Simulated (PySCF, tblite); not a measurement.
# C₉H₉FSi: geometry, infrared bands and NMR shifts

What infrared bands and NMR shifts should C₉H₉FSi (`FCc1cccc2c1C=C[SiH2]2`) show?

Computed with tblite 0.8.0 and PySCF 2.14.0, with density-fitted response routines of our own, on a single molecule in the gas phase. Atoms count from 0, in the outputs and in this text.

## (1) Starting geometry

20 atoms, charge 0, multiplicity 1; geometry from: force field or distance geometry start.

Bonds of the start (Å): F0–C1 1.35, C1–C2 1.51, C2–C3 1.42, C3–C4 1.40, C4–C5 1.39, C5–C6 1.39, C6–C7 1.41, C7–C8 1.48, C8–C9 1.34, C9–Si10 1.87, C7–C2 1.40, Si10–C6 1.88, C1–H11 1.11, C1–H12 1.08, C3–H13 1.08, C4–H14 1.10, C5–H15 1.09, C8–H16 1.08, C9–H17 1.08, Si10–H18 1.48, Si10–H19 1.49.

## (2) Relaxing the molecule with GFN2-xTB

The job: settings as JSON, then the geometry in Å.

```
{"job": {"kind": "relax", "xc": "GFN2-xTB", "basis": "xTB"}, "charge": 0, "multiplicity": 1}
F     -3.413900    -1.176700    -0.730300
C     -2.105100    -1.455700    -0.556600
C     -1.254400    -0.260600    -0.210400
C     -1.863100     1.019400    -0.125700
C     -1.110800     2.151600     0.199200
C      0.257600     2.057900     0.410400
C      0.867100     0.811700     0.316600
C      0.120700    -0.349600     0.012400
C      0.925900    -1.595200    -0.046600
C      2.225800    -1.415600     0.209800
Si     2.675000     0.368000     0.561300
H     -2.047300    -2.195900     0.265800
H     -1.749600    -1.918100    -1.464300
H     -2.929300     1.118100    -0.287400
H     -1.607200     3.128500     0.260800
H      0.833600     2.950900     0.664100
H      0.483500    -2.550800    -0.271200
H      2.985300    -2.189600     0.214600
H      3.558000     0.949100    -0.477800
H      3.143100     0.563200     1.967300
```

Run with:

```sh
$ OMP_NUM_THREADS=1 python probes_run.py task.json out
```

The driver reads the jobs from task.json and runs them one after another.

**Question.** This job is followed by: GFN2-xTB harmonic vibrations, gas phase; GIAO PBE0/pcSseg-1 NMR shielding, non-relativistic, gas phase. What will the session give for the following? strongest single infrared mode (GFN2-xTB); zero-point energy (GFN2-xTB); 13C shifts against TMS (PBE0/pcSseg-1); 1H shifts against TMS (PBE0/pcSseg-1, means over atoms taken as alike); 19F shifts against CFCl3 (PBE0/pcSseg-1); 29Si shifts against TMS (PBE0/pcSseg-1); surface potential, 1st and 99th percentile.

As calculated:

```
                                                              quantity                                                             value
                             strongest single infrared mode (GFN2-xTB)                                             2250 cm⁻¹, 466 km/mol
                                          zero-point energy (GFN2-xTB)                                                     91.1 kcal/mol
                                13C shifts against TMS (PBE0/pcSseg-1)  154.0, 148.5, 139.7, 138.7, 138.2, 135.1, 133.1, 130.2, 85.9 ppm
1H shifts against TMS (PBE0/pcSseg-1, means over atoms taken as alike)                      7.89, 7.83, 7.61, 7.60, 6.46, 6.13, 4.85 ppm
                              19F shifts against CFCl3 (PBE0/pcSseg-1)                                                        -270.5 ppm
                               29Si shifts against TMS (PBE0/pcSseg-1)                                                         -46.1 ppm
                                 surface potential, 1st and 99th percentile                                                -0.94 V and 1.21 V
```

Relaxing lowered the energy by 0.136 eV in 28 steps; the close pair that moved most is Si10–H19, from 1.495 to 1.464 Å. All 54 modes are real, so the xTB geometry is a minimum. The strongest single mode, at 2250 cm⁻¹, moves mainly H18 and H19. GFN2-xTB is a fitted tight-binding method: band positions and strengths are rough. Its intensities can rank the bands wrongly. NICS(1)zz of -25 ppm above the planar ring from C2 marks a diatropic (aromatic) ring current. At PBE0/pcSseg-1, counted by nearest atom on the grid, the HOMO lies on C9 22 %; C4, C7 about 17 % each, the LUMO on C9 19 %; C8 14 %.
